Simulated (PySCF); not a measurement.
# Accurate constants of RbBr, step by step

The task here is to estimate one member of a computed series from the others.

The runs use PySCF 2.14.0; CCSD(T) on RHF, spin-free X2C with a Gaussian nucleus.

2 further runs of the same task are left out: 2 set aside as unsound or not needed.

Set-up of the first run:

```yaml
molecule: RbBr
state: singlet, unpaired electrons none
smaller_basis: Rb cc-pwCVDZ-X2C, Br aug-cc-pVDZ-DK
larger_basis: Rb cc-pwCVTZ-X2C, Br aug-cc-pVTZ-DK
frozen_core_orbitals: 28
extrapolation: correlation as n⁻³ (n = 2, 3), Hartree–Fock as (n+1)·exp(−9√n)
corrections: none
distances_Å: 2.5970, 2.7150, 2.8330, 2.9511, 3.0691, 3.2167, 3.3642
masses_u: 84.9118, 78.9183
dissociation_limit: Rb + Br
```

Launch:

```
$ OMP_NUM_THREADS=4 python comp.py task.json out
```

Steps of the session up to this table: Coupled cluster at each distance.

One table of the session follows, with a row left open; its other results are not shown here.

It belongs to the step «Coupled cluster at each distance». Parts of the energy along the bond, in eV from Rb + Br:

| R (Å) | HF/CBS | CCSD corr. | (T) |
| --- | --- | --- | --- |
| 2.5970 | -2.397 | -1.008 | -0.0991 |
| 2.7150 | -2.724 | -0.947 | -0.0938 |
| 2.8330 | -2.907 | -0.896 | -0.0896 |
| 2.9511 | -2.990 | -0.855 | -0.0863 |
| 3.0691 | -3.003 | -0.821 | -0.0836 |
| 3.2167 | ? | ? | ? |
| 3.3642 | -2.863 | -0.762 | -0.0790 |

Estimate the missing values for R (Å) = 3.2167.

Worked estimate for «HF/CBS». A straight line through the neighbours (3.0691, -3.003) and (3.3642, -2.863) gives -3.003 + (-2.863 + 3.003) × (3.2167 − 3.0691) / (3.3642 − 3.0691) = -2.933; a parabola fitted to 3 rows on both sides gives -2.964.

**Answer.** HF/CBS: -2.955; CCSD corr.: -0.788; (T): -0.0810. In «HF/CBS» the line misses by +0.022 and the parabola by -0.009.

Caveats from the session: An extrapolation from double and triple zeta is rough, so this isn't yet the limit.
